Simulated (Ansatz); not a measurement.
# GePHF+ (quintet): wave-function methods side by side, cc-pVDZ

Aim: climb from Hartree-Fock through coupled cluster for GePHF+ (quintet) at one geometry and basis, and see what each rung misses.

Method: cc-pVDZ, core rule «outside noble gas», up to 20 orbitals frozen; program: Ansatz 0.2.0, Gaussian basis.

Plan: UHF; CCSD(T) on ROHF; CCSD(T) on UHF; BCCD(T) on ROHF; CISD as a restricted active space (open shells left free, so some higher excitations enter); CCSDT(Q) on ROHF; CCSDT(Q) on UHF.

5 further runs of the same task are left out: 5 set aside as unsound or not needed. Runs told in other sessions of the task aren't counted.

## 1. What is computed

The geometry is a PBE0/def2-TZVP stationary point (not a proven minimum) of the parent state, kept for this charge and spin. No spin-orbit coupling is included. The filled d shell of Ge may be among the frozen orbitals whatever the setting's name suggests.

4 atoms, charge 1, spin multiplicity 5.

Atoms are counted from 1 here; the program's logs count them from 0.

Bond lengths: F1–Ge2 1.761 Å, Ge2–P3 2.420 Å, P3–H4 1.429 Å. Angles: F1–Ge2–P3 106.8°, Ge2–P3–H4 98.0°.

## 2. UHF

Contents of in.yaml:

```yaml
crystal:
  periodic: [false, false, false]
  atoms:
    - {symbol: F, position_ang: [0.022711, 1.080147, 1.412008]}
    - {symbol: Ge, position_ang: [0.011442, -0.399531, 0.456732]}
    - {symbol: P, position_ang: [-0.083579, 0.267677, -1.867263]}
    - {symbol: H, position_ang: [1.315683, 0.208221, -2.149646]}
basis:
  gaussian: {orbitals: cc-pVDZ}
total_charge: 1
magnetization: {spin_polarized: true, initial_magnetization: 4}
hamiltonian: {xc: hf}
output: {orbitals: {seedname: orbitals}}
```

The run is started by

```bash
$ ansatz run in.yaml --threads 1 --pin off --events-out ev --progress --plain --max-ram 2560MiB --backend cpu
```

After this run come: CCSD(T) on ROHF; CCSD(T) on UHF; BCCD(T) on ROHF; CISD as a restricted active space (open shells left free, so some higher excitations enter); CCSDT(Q) on ROHF; CCSDT(Q) on UHF.

**Question.** What will the summary of the whole plan be? Wanted: UCCSDT(Q) from the RHF energy; RMP2 from UCCSDT(Q); UMP2 from UCCSDT(Q); RCCSD from UCCSDT(Q); RCCSD(T) from UCCSDT(Q); UCCSD(T) from UCCSDT(Q); RCCSDT(Q) from UCCSDT(Q); T1 diagnostic.

The runs gave:

```
                         quantity                      value
    UCCSDT(Q) from the ROHF energy                 -9.7884 eV
              RMP2 from UCCSDT(Q)              +104.2 kJ/mol
              UMP2 from UCCSDT(Q)              +103.3 kJ/mol
             RCCSD from UCCSDT(Q)               +32.4 kJ/mol
          RCCSD(T) from UCCSDT(Q)                +8.0 kJ/mol
          UCCSD(T) from UCCSDT(Q)                +6.8 kJ/mol
         RCCSDT(Q) from UCCSDT(Q)                +1.9 kJ/mol
levels within 1 kcal/mol (43 meV)  RCCSDT, UCCSDT, RCCSDT(Q)
                    T1 diagnostic                      0.029
```

**Reading.** RCCSD(T) lands +8.0 kJ/mol from the yardstick (0.8 % of the correlation energy). These misses are within one basis, not against nature; the frozen cores of restricted and unrestricted runs differ, which can shift their rows.
